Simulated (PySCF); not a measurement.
# TaS₃⁻: relaxation and vibrations of the singlet

The task is one start of a wider search on TaS₃⁻: the singlet, from a T-shaped start. It is relaxed, tested by its Hessian and followed downhill if it is a saddle.

Program: PySCF 2.14.0. Level of theory: PBE0, basis Ta def2-SVPD with ECP60, S def2-SVPD, scalar-relativistic core potentials, no spin–orbit coupling, density fitting. These are calculated values, not measurements.

## Step 1: The system as given

4 atoms, charge -1, spin multiplicity 1.

Bond lengths: Ta1–S2 2.200 Å, Ta1–S3 2.200 Å, Ta1–S4 2.200 Å. Angles: S2–Ta1–S3 88.0°, S2–Ta1–S4 88.0°, S3–Ta1–S4 176.0°.

```xyz
4
charge -1 multiplicity 1
Ta    0.0000    0.0000   -0.2718
S     0.0000    0.0000    1.9282
S     2.1987    0.0000   -0.1950
S    -2.1987    0.0000   -0.1950
```

## Step 2: Relaxation: T-shaped start, singlet

One driver script runs all steps and calls PySCF; scf.py shows how it sets up the SCF of each step. The optimiser is the driver's own. Before each start the driver seeks the lowest SCF state from one or more starting densities and follows internal instabilities, so scf.py alone need not reach the same state.

The program finds C2v symmetry in the start, which this walk keeps. Threshold on the gradient: 0.0003 Eh/bohr, with a further test on the energy change.

Contents of scf.py:

```python
from pyscf import gto, scf, dft
mol = gto.M(atom='''
Ta     0.000000     0.000000    -0.271792
S      0.000000     0.000000     1.928208
S      2.198700    -0.000000    -0.194992
S     -2.198700     0.000000    -0.194992''',
    basis={'Ta': 'def2-SVPD', 'S': 'def2-SVPD'},
    ecp={'Ta': 'def2-SVPD'},
    charge=-1, spin=0)
mf = dft.RKS(mol, xc='PBE0')
mf.grids.atom_grid = (50, 194)
aux = {'Ta': 'def2-universal-JKFIT', 'S': 'def2-universal-JKFIT'}
mf = mf.density_fit(auxbasis=aux)
mf.kernel()
```

Energy and gradient, step by step:

| step | energy (Eh) | change (kJ/mol) | largest symmetric gradient (Eh/bohr) |
| --- | --- | --- | --- |
| 0 | -1250.920041 | 0.00 | 0.04647 |
| 1 | -1250.952151 | -84.30 | 0.05650 |
| 2 | -1250.981527 | -161.43 | 0.04073 |
| 3 | -1250.991161 | -186.72 | 0.04081 |
| 4 | -1251.009222 | -234.14 | 0.02431 |
| 5 | -1251.017133 | -254.91 | 0.01266 |
| 6 | -1251.018610 | -258.79 | 0.01073 |
| 7 | -1251.018737 | -259.13 | 0.00386 |
| 8 | -1251.018790 | -259.27 | 0.00056 |
| 9 | -1251.018791 | -259.27 | 0.00019 |

The walk ran for 21 s (4 threads, shared host).

End point (D3h, 9 steps, 259.3 kJ/mol gained): Ta–S 2.235 Å (×3); S–Ta–S 120.0° (×3).

## Step 3: Is it a minimum? Harmonic modes

The point is checked on the finer grid, and tightened if its gradient asks for it. The Hessian and the dipole derivatives come from central differences of analytic gradients, with steps of 0.01 bohr.

scf.py, as its differences from that of step 2:

```diff
@@ -3,4 +3,4 @@
-Ta     0.000000     0.000000    -0.271792
-S      0.000000     0.000000     1.928208
-S      2.198700    -0.000000    -0.194992
-S     -2.198700     0.000000    -0.194992''',
+Ta    -0.000000     0.000000    -0.000000
+S     -0.000277    -0.000000     2.234814
+S      1.935544    -0.000000    -1.117167
+S     -1.935267     0.000000    -1.117646''',
@@ -11 +11 @@
-mf.grids.atom_grid = (50, 194)
+mf.grids.atom_grid = (75, 302)
```

This SCF starts from the last density.

SCF at the final geometry:

```text
init E= -1251.01892808278
  HOMO = -0.0896355147855045  LUMO = 0.0018796352545319  gap/eV = 2.49025
cycle= 1 E= -1251.01892808188  delta_E= 9.02e-10  |g|= 5.62e-05  |ddm|= 0.000117
  HOMO = -0.0896361350990469  LUMO = 0.00187575222415021  gap/eV = 2.49017
cycle= 2 E= -1251.01892807793  delta_E= 3.95e-09  |g|= 0.000118  |ddm|= 0.000241
  HOMO = -0.0896359795934316  LUMO = 0.00187943902601418  gap/eV = 2.49026
cycle= 3 E= -1251.01892808301  delta_E= -5.08e-09  |g|= 1.24e-05  |ddm|= 0.000162
  HOMO = -0.0896359249422683  LUMO = 0.0018785079372673  gap/eV = 2.49023
cycle= 4 E= -1251.01892808306  delta_E= -4.75e-11  |g|= 4.11e-07  |ddm|= 1.25e-05
  HOMO = -0.0896358094815373  LUMO = 0.00187865610426261  gap/eV = 2.49024
Extra cycle  E= -1251.01892808306  delta_E= -9.09e-13  |g|= 7.64e-07  |ddm|= 1.46e-06
converged SCF energy = -1251.01892808306
```

The whole step took 21 s.

Geometry: D3h; Ta–S 2.235 Å (×3); S–Ta–S 120.0° (×3).

Modes, for the most abundant isotopes:

```tsv
symmetry	ω (cm⁻¹)	IR (km/mol)	type
a2''	80i	59.5	bend
e'	139	0.2	bend
a1'	471	0.0	stretch
e'	479	315	stretch
```

1 mode is imaginary, the largest at 80i cm⁻¹: a saddle point, not a minimum.

Properties at this point:

```
Dipole moment about the centre of mass                          : 0.00 D
Highest occupied level                                          : -2.44 eV
Lowest empty level                                              : 0.05 eV
Rotational constants                                            : 0.07038, 0.07038, 0.03519 cm⁻¹
Zero-point energy (real modes)                                  : 10.2 kJ/mol
Principal polarisabilities                                      : 94.0, 151.6, 151.6 bohr³
Principal traceless quadrupole moments about the centre of mass : -12.48, -12.48, 24.95 D Å
```

Charges (e) and bond orders:

```json
{"atom": "Ta1", "Mulliken": "1.58", "Löwdin": "-0.26", "polar tensor": "1.72", "Mayer order to Ta1": "–"}
{"atom": "S2,3,4", "Mulliken": "-0.86", "Löwdin": "-0.25", "polar tensor": "-0.91", "Mayer order to Ta1": "1.59"}
```

Outer orbital energies (eV). occupied: -4.82, -4.82, -4.15, -4.15, -3.33, -3.17, -3.17, -2.44; empty: 0.05, 1.87, 1.87, 3.45.

Mulliken populations on Ta1 (outside its core potential): s 2.25, p 6.15, d 2.94, f 0.10.

## Step 4: Downhill along the imaginary mode

The start is the last point, displaced along its most imaginary mode.

The program finds C3v symmetry in the start, which this walk keeps.

scf.py, as its differences from that of step 3:

```diff
@@ -3,4 +3,4 @@
-Ta    -0.000000     0.000000    -0.000000
-S     -0.000277    -0.000000     2.234814
-S      1.935544    -0.000000    -1.117167
-S     -1.935267     0.000000    -1.117646''',
+Ta     0.000000     0.132519     0.000000
+S     -0.000277    -0.250000     2.234814
+S      1.935544    -0.250000    -1.117167
+S     -1.935267    -0.250000    -1.117646''',
@@ -11 +11 @@
-mf.grids.atom_grid = (75, 302)
+mf.grids.atom_grid = (50, 194)
```

Steps of the walk:

| step | energy (Eh) | change (kJ/mol) | largest symmetric gradient (Eh/bohr) |
| --- | --- | --- | --- |
| 0 | -1251.020041 | 0.00 | 0.01772 |
| 1 | -1251.022721 | -7.04 | 0.00503 |
| 2 | -1251.023605 | -9.36 | 0.00415 |
| 3 | -1251.023693 | -9.59 | 0.00198 |
| 4 | -1251.023712 | -9.64 | 0.00003 |

The walk took 11 s.

Positions (Å) and forces (eV/Å) along the way:

```
step 0
Ta   0.000   0.133   0.000   0.000  -0.221   0.014
S    0.000  -0.250   2.235   0.000   0.073  -0.914
S    1.936  -0.250  -1.117  -0.791   0.074   0.450
S   -1.935  -0.250  -1.118   0.791   0.074   0.450
step 1
Ta   0.000   0.190   0.000   0.000   0.083   0.013
S    0.000  -0.269   2.190   0.000  -0.033  -0.263
S    1.896  -0.269  -1.095  -0.224  -0.025   0.125
S   -1.896  -0.269  -1.095   0.224  -0.025   0.125
step 2
Ta   0.000   0.304   0.000   0.000  -0.204   0.003
S    0.000  -0.307   2.146   0.000   0.062  -0.214
S    1.859  -0.307  -1.073  -0.185   0.071   0.105
S   -1.858  -0.307  -1.073   0.185   0.071   0.105
step 3
Ta   0.000   0.293   0.000   0.000   0.102   0.004
S    0.000  -0.303   2.138   0.000  -0.040   0.076
S    1.852  -0.303  -1.069   0.067  -0.031  -0.040
S   -1.852  -0.303  -1.069  -0.067  -0.031  -0.040
step 4
Ta   0.000   0.303   0.000   0.000  -0.002   0.003
S    0.000  -0.307   2.138   0.000  -0.005  -0.001
S    1.851  -0.307  -1.069  -0.001   0.003  -0.001
S   -1.851  -0.307  -1.069   0.001   0.003  -0.001
```

End point (C3v, 4 steps, 9.6 kJ/mol gained): Ta–S 2.223 Å (×3); S–Ta–S 112.8° (×3).

## Step 5: Frequencies

As before: finer grid, then central differences.

scf.py, as its differences from that of step 4:

```diff
@@ -3,4 +3,4 @@
-Ta     0.000000     0.132519     0.000000
-S     -0.000277    -0.250000     2.234814
-S      1.935544    -0.250000    -1.117167
-S     -1.935267    -0.250000    -1.117646''',
+Ta     0.000000     0.211060     0.000000
+S     -0.000265    -0.398170     2.137706
+S      1.851440    -0.398170    -1.068624
+S     -1.851175    -0.398170    -1.069082''',
@@ -11 +11 @@
-mf.grids.atom_grid = (50, 194)
+mf.grids.atom_grid = (75, 302)
```

SCF at the final geometry:

```text
init E= -1251.02380765051
  HOMO = -0.0785407226975427  LUMO = 0.0159776807287955  gap/eV = 2.57198
cycle= 1 E= -1251.0238076497  delta_E= 8.1e-10  |g|= 5.29e-05  |ddm|= 0.000109
  HOMO = -0.0785406510936463  LUMO = 0.0159748235744632  gap/eV = 2.57190
cycle= 2 E= -1251.02380764594  delta_E= 3.76e-09  |g|= 0.000115  |ddm|= 0.000233
  HOMO = -0.078540751465358  LUMO = 0.0159779177256751  gap/eV = 2.57198
cycle= 3 E= -1251.02380765068  delta_E= -4.74e-09  |g|= 1.42e-05  |ddm|= 0.00016
  HOMO = -0.0785407183370359  LUMO = 0.0159770372105984  gap/eV = 2.57196
cycle= 4 E= -1251.02380765074  delta_E= -6.16e-11  |g|= 2.17e-07  |ddm|= 1.47e-05
  HOMO = -0.0785407142314117  LUMO = 0.0159770495772509  gap/eV = 2.57196
Extra cycle  E= -1251.02380765074  delta_E= 1.59e-12  |g|= 2.14e-07  |ddm|= 6.06e-07
converged SCF energy = -1251.02380765074
```

The whole step took 21 s.

Geometry: C3v; Ta–S 2.223 Å (×3); S–Ta–S 112.8° (×3).

Harmonic modes (main isotopes):

```
symmetry  ω (cm⁻¹)  IR (km/mol)     type
      a1       102         17.8     bend
       e       153          0.1     bend
       e       476          292  stretch
      a1       485          2.1  stretch
```

No imaginary mode, so this is a minimum.

Properties at this point:

| Property | Result |
| --- | --- |
| Dipole moment about the centre of mass | 4.76 D |
| Highest occupied level | -2.14 eV |
| Lowest empty level | 0.43 eV |
| Rotational constants | 0.06954, 0.06954, 0.03846 cm⁻¹ |
| Zero-point energy | 11.0 kJ/mol |
| Principal polarisabilities | 86.9, 151.2, 151.2 bohr³ |
| Principal traceless quadrupole moments about the centre of mass | -11.34, -11.34, 22.68 D Å |
| Entropy at 298.15 K and 1 bar | 334.6 J/(mol K) |
| Heat capacity Cp at 298.15 K | 73.6 J/(mol K) |
| Enthalpy at 298.15 K above 0 K | 17.08 kJ/mol |
| Rotational symmetry number | 3 |

Charges (e) and bond orders:

```json
{"atom": "Ta1", "Mulliken": "1.53", "Löwdin": "-0.30", "polar tensor": "1.42", "Mayer order to Ta1": "–"}
{"atom": "S2,3,4", "Mulliken": "-0.84", "Löwdin": "-0.23", "polar tensor": "-0.81", "Mayer order to Ta1": "1.59"}
```

Outer orbital energies (eV). occupied: -4.54, -4.54, -3.98, -3.98, -3.49, -2.91, -2.91, -2.14; empty: 0.43, 2.21, 2.21, 3.56.

Mulliken populations on Ta1 (outside its core potential): s 2.14, p 6.11, d 3.12, f 0.09.

## Step 6: Would spin polarisation lower it?

At the lowest minimum the closed shell is tested against spin polarisation, on the (50, 194) grid. It is stable.

## Step 7: All stationary points

| spin | group | bonds | imaginary modes (cm⁻¹) | ΔE (kJ/mol) | with zero-point energy |
| --- | --- | --- | --- | --- | --- |
| singlet | C3v | Ta–S 2.223 Å (×3) | none | 0.0 | 0.0 |
| singlet | D3h | Ta–S 2.235 Å (×3) | 80i | 12.8 | – |

## Step 8: What came out

| quantity | value |
| --- | --- |
| minimum | singlet, C3v |
| geometry | Ta–S 2.223 Å (×3); S–Ta–S 112.8° (×3) |
| wavenumbers (cm⁻¹) | 102 (a1), 153 (e), 476 (e), 485 (a1) |
| dipole moment (centre of mass) | 4.76 D |
| highest occupied, lowest empty level | -2.14, 0.43 eV |
| polar-tensor charge of Ta1 | +1.42 e |
| zero-point energy | 11.0 kJ/mol |
| entropy at 298.15 K | 334.6 J/(mol K) |

From C2v at the start the molecule goes to a C3v minimum, after a stop at a saddle point 12.8 kJ/mol higher, from which it was pushed off along an imaginary mode. In the infrared the band at 476 cm⁻¹ (e, stretch) leads. Other starts or spin states, not run here, may lie lower. Spin–orbit coupling, left out here, can matter for elements this heavy.

The search up to here ran for 84 s (4 threads, shared host).
